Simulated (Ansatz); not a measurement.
**CH₅GeN: small, medium and large basis sets**

An exercise on one series of results from a longer session: the logs are not shown, and one member is left open.

Computed with Ansatz 0.2.0, Gaussian basis. Level: one geometry, several basis sets.

The runs, in order: PBE0-D4/def2-SVP; ωB97M-V/def2-SVP; PBE0-D4/def2-QZVPP; ωB97M-V/def2-QZVPP; the functionals' def2-TZVPP values are taken from earlier runs.

**Structure used throughout**

All runs share one geometry, relaxed beforehand with PBE0-D4 in a triple-zeta def2 set.

SMILES `[CH3][Ge][NH2]`, 8 atoms, charge 0, spin multiplicity 1.

Atoms are counted from 1 here; the program's logs count them from 0.

Bond lengths: C1–Ge2 2.001 Å, C1–H4 1.094 Å, C1–H5 1.091 Å, C1–H6 1.095 Å, Ge2–N3 1.819 Å, N3–H7 1.007 Å, N3–H8 1.009 Å. Angles: Ge2–C1–H4 110.8°, Ge2–C1–H5 111.6°, Ge2–C1–H6 109.4°, H4–C1–H5 108.7°, H4–C1–H6 108.0°, H5–C1–H6 108.2°, C1–Ge2–N3 95.4°, Ge2–N3–H7 122.0°, Ge2–N3–H8 125.6°, H7–N3–H8 112.4°.

Set-up of the first run:

Contents of in.yaml:

```yaml
crystal:
  periodic: [false, false, false]
  atoms:
    - {symbol: C, position_ang: [-0.661940, 0.861261, -0.597065]}
    - {symbol: Ge, position_ang: [1.191717, 0.622041, 0.118912]}
    - {symbol: N, position_ang: [0.922452, -1.068831, 0.733725]}
    - {symbol: H, position_ang: [-0.935736, 0.030513, -1.254252]}
    - {symbol: H, position_ang: [-0.759870, 1.794686, -1.153359]}
    - {symbol: H, position_ang: [-1.373346, 0.882748, 0.235157]}
    - {symbol: H, position_ang: [1.646563, -1.587998, 1.203184]}
    - {symbol: H, position_ang: [0.062460, -1.591520, 0.657898]}
basis:
  gaussian: {orbitals: def2-SVP}
hamiltonian: {xc: pbe0, dispersion: d4}
output: {orbitals: {seedname: orbitals}}
```

Run with:

```bash
$ ansatz run in.yaml --threads 2 --pin off --events-out ev --progress --plain --max-ram 20480MiB --backend cpu
```

Steps of the session up to this table: PBE0-D4 in def2-SVP; ωB97M-V in def2-SVP; PBE0-D4 in def2-QZVPP; ωB97M-V in def2-QZVPP.

One of the session's tables, all rows but one given; the rest of the session is left out.

It belongs to the step «Functionals by basis». 

```
functional       basis  HOMO (eV)
   PBE0-D4    def2-SVP      -6.14
   PBE0-D4  def2-TZVPP      -6.23
   PBE0-D4  def2-QZVPP      -6.29
   ωB97M-V    def2-SVP      -8.27
   ωB97M-V  def2-TZVPP          ?
   ωB97M-V  def2-QZVPP      -8.43
```

**Question.** Estimate the row for ωB97M-V, def2-TZVPP.

**Answer.** HOMO (eV): -8.36. In the column «HOMO (eV)» it lies between ωB97M-V, def2-QZVPP (-8.43) and ωB97M-V, def2-SVP (-8.27).
